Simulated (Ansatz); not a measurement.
From input file to script: CH₆BFSSi, SMILES BSC(F)[SiH3] in Ansatz 0.2.0.

```yaml
crystal:
  periodic: [false, false, false]
  atoms:
    - { symbol: B, position_ang: [-1.6363, 1.7456, 0.4953] }
    - { symbol: S, position_ang: [-1.4169, -0.0759, 0.3656] }
    - { symbol: C, position_ang: [0.3255, 0.063, -0.0483] }
    - { symbol: F, position_ang: [1.1244, 0.588, 1.0425] }
    - { symbol: Si, position_ang: [1.0261, -1.6446, -0.4439] }
    - { symbol: H, position_ang: [-1.536, 2.3609, 1.5142] }
    - { symbol: H, position_ang: [-1.9626, 2.4062, -0.4746] }
    - { symbol: H, position_ang: [0.5466, 0.7295, -0.9283] }
    - { symbol: H, position_ang: [0.3032, -2.177, -1.5361] }
    - { symbol: H, position_ang: [2.4573, -1.537, -0.7259] }
    - { symbol: H, position_ang: [0.8341, -2.5157, 0.7602] }
basis:
  gaussian: { orbitals: def2-SVP }
hamiltonian:
  xc: pbe0
output:
  forces: true
```

On the command line:
```console
$ ansatz run input.yaml --threads 1 --pin off --max-ram 4096MiB --backend cpu --events-out ev --progress --plain --runs-dir out
Engine: ansatz 0.2.0, x86_64-unknown-linux-gnu
Functional definition: PBE0
  parameter a = 0.25
  parameter kappa = 0.804
  parameter beta = 0.06672455060314922
  exchange = (1 - a)*pbe_x(kappa = kappa, mu = beta*pi^2/3) + a*exact_x
  correlation = pbe_c(beta = beta)
1052 factors; integrals over basis functions are off by at most 1.2e-3 eV
mean field evaluation 1: about -23216.7057 eV, gradient 2.3e1 eV
mean field evaluation 2: about -23216.5496 eV, gradient 2.7e1 eV
mean field evaluation 4: about -23217.9491 eV, gradient 1.2e0 eV
mean field evaluation 8: about -23218.0874 eV, gradient 2.0e-1 eV
mean field evaluation 16: about -23218.0875 eV, gradient 1.6e-5 eV
mean field -23218.08750182 eV, -853.2489779071 hartree, gradient 1.6e-5 eV, S^2 0.000000; 0 other end points of the search recorded, 0 dependent functions left out
the calculation of the forces begins
reference -23218.08753058 eV, -853.2489789640 hartree; 28, 28 occupied and 80, 80 virtual orbitals, 1052 factors
Total energy: -23218.08753058 eV, -853.2489789640 hartree
Atom 0 at    -1.636300     1.745600     0.495300 Å, force    -0.428316     0.618158    -0.449382 eV/Å
Atom 1 at    -1.416900    -0.075900     0.365600 Å, force     0.109113    -0.020298     0.196176 eV/Å
Atom 2 at     0.325500     0.063000    -0.048300 Å, force     1.315088     1.025787     0.478200 eV/Å
Atom 3 at     1.124400     0.588000     1.042500 Å, force    -1.000344    -0.535296    -1.173592 eV/Å
Atom 4 at     1.026100    -1.644600    -0.443900 Å, force     0.345845    -0.100330     1.626246 eV/Å
Atom 5 at    -1.536000     2.360900     1.514200 Å, force     0.094601    -0.152622     0.421919 eV/Å
Atom 6 at    -1.962600     2.406200    -0.474600 Å, force     0.234308    -0.274636    -0.054490 eV/Å
Atom 7 at     0.546600     0.729500    -0.928300 Å, force    -0.417080    -0.140893     0.607195 eV/Å
Atom 8 at     0.303200    -2.177000    -1.536100 Å, force    -0.772483    -0.623439    -1.369066 eV/Å
Atom 9 at     2.457300    -1.537000    -0.725900 Å, force     0.511435     0.126415    -0.180619 eV/Å
Atom 10 at     0.834100    -2.515700     0.760200 Å, force     0.007835     0.077153    -0.102585 eV/Å
Dipole moment:    -0.017374    -0.008776    -0.338831 e Å
```

`energy_ch6bfssi.py`:
```python
'''Electronic structure of the CH6BFSSi molecule.'''

import json

import ansatz
import numpy as np

BASIS_SET = 'def2-SVP'
XC = 'pbe0'

GEOMETRY = '''
B    -1.63630    1.74560    0.49530
S    -1.41690   -0.07590    0.36560
C     0.32550    0.06300   -0.04830
F     1.12440    0.58800    1.04250
Si    1.02610   -1.64460   -0.44390
H    -1.53600    2.36090    1.51420
H    -1.96260    2.40620   -0.47460
H     0.54660    0.72950   -0.92830
H     0.30320   -2.17700   -1.53610
H     2.45730   -1.53700   -0.72590
H     0.83410   -2.51570    0.76020
'''

molecule = ansatz.Crystal.molecule()
for line in GEOMETRY.strip().splitlines():
    symbol, *xyz = line.split()
    molecule = molecule.atom(symbol, [float(v) for v in xyz])

calculation = (
    molecule.calculation()
    .basis(gaussian=BASIS_SET)
    .functional(XC)
    .forces()
)
out = calculation.run(threads=1, backend='cpu')
data = out.report

print('reference energy %16.6f eV' % data['reference_energy_ev'])
print('total energy     %16.6f eV' % data['free_energy_ev'])
print('occupied orbitals outside the frozen core (up, down):', data['n_occupied'], ' frozen:', data['n_frozen'], ' virtual:', data['n_virtual'])

state = data['mean_field']['state']
print(f'mean field: {state["energy"]["hartree"]:.7f} Ha, <S^2> = {abs(state["spin_squared"]):.4f}, stability: {state.get("stability", {}).get("kind")}')

symbols = [site.symbol for site in molecule.cartesian_sites]
print('forces (eV/A)')
for symbol, f in zip(symbols, data['forces_ev_ang']):
    print(f'  {symbol:2s} {f[0]:9.4f} {f[1]:9.4f} {f[2]:9.4f}')

charges = data['charge_distribution']
print('dipole moment', round(4.803205 * float(np.linalg.norm(charges['dipole_moment_e_ang'])), 3), 'D')
print('Mulliken:', [(s, round(q, 3)) for s, q in zip(symbols, charges['mulliken_charges_e'])])
with open('ch6bfssi.json', 'w') as handle:
    json.dump({k: data[k] for k in ('free_energy_ev', 'reference_energy_ev', 'n_occupied', 'n_virtual')}, handle, indent=1)
```

`python energy_ch6bfssi.py` gives:
```text
reference energy    -23218.087531 eV
total energy        -23218.087531 eV
occupied orbitals outside the frozen core (up, down): [28, 28]  frozen: 0  virtual: [80, 80]
mean field: -853.2489790 Ha, <S^2> = 0.0000, stability: minimum
forces (eV/A)
  B    -0.4283    0.6182   -0.4494
  S     0.1091   -0.0203    0.1962
  C     1.3151    1.0258    0.4782
  F    -1.0003   -0.5353   -1.1736
  Si    0.3458   -0.1003    1.6262
  H     0.0946   -0.1526    0.4219
  H     0.2343   -0.2746   -0.0545
  H    -0.4171   -0.1409    0.6072
  H    -0.7725   -0.6234   -1.3691
  H     0.5114    0.1264   -0.1806
  H     0.0078    0.0772   -0.1026
dipole moment 1.63 D
Mulliken: [('B', 0.091), ('S', -0.092), ('C', -0.102), ('F', -0.287), ('Si', 0.409), ('H', 0.014), ('H', 0.001), ('H', 0.114), ('H', -0.055), ('H', -0.053), ('H', -0.042)]
```

Total energies depend on the basis set; only differences at equal settings carry meaning. The geometry is a force-field or estimated start, not a minimum of this method, and the basis set is short of its limit. Finished in 3.9 s on 1 thread of AMD EPYC 9B14 (Zen 4) (shared host), peak memory 0.3 GiB.

(Lines on the test bed's own set-up are left out of the output.)
